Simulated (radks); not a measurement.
# Xe²³⁺ in [Ar] 3d10 4s2 5s1: an all-electron calculation

The task here is to estimate one member of a computed series from the others.

The numbers are computed with radks (a radial shooting solver on a logarithmic mesh, Libxc functionals) version 1 (non-relativistic Kohn-Sham, TPSS, spin-polarised, spherical densities, point nucleus; open shells are filled with parallel spins first), except any that are marked as measured or tabulated.

### What is computed

```
element       : xenon (Z = 54)
charge        : +23
electrons     : 31
configuration : [Ar] 3d10 4s2 5s1
```

The outer shells:

Xe²³⁺
```
[Ar] core
3d [↑↓][↑↓][↑↓][↑↓][↑↓]
4s [↑↓]
5s [↑ ]
```

The first run:

The run's settings:

```text
Z 54
configuration [Ar] 3d10 4s2 5s1
relativity non-relativistic
functional tpss,tpss
spin polarised
nucleus point
```

One table of the session follows, with a row left open; its other results are not shown here.

It belongs to the step «Radial structure». From the orbitals of this run (lengths in bohr):

```
  level      <r>  outermost maximum (interpolated)  90 % within  nodes
  1s up  0.02813                            0.0186       0.0500      0
1s down  0.02813                            0.0186       0.0500      0
  2s up   0.1208                             0.103        0.185      1
2s down   0.1208                             0.103        0.185      1
  2p up   0.1028                            0.0803        0.166      0
2p down   0.1028                            0.0803        0.166      0
  3s up   0.3155                             0.290        0.461      2
3s down   0.3154                             0.290        0.461      2
  3p up   0.3051                             0.276        0.455      1
3p down   0.3051                             0.276        0.455      1
  3d up   0.2743                             0.224        0.427      0
3d down   0.2743                             0.224        0.427      0
  4s up   0.6535                             0.636        0.924      3
4s down   0.6531                             0.637        0.922      3
  5s up    1.124                              1.15         1.55      4
5s down        ?                                 ?            ?      ?
```

Estimate the missing values for 5s down.

The run gave: <r>: 1.121; outermost maximum (interpolated): 1.15; 90 % within: 1.55; nodes: 4. In the column «<r>» it lies between 4s up (0.6535) and 5s up (1.124).
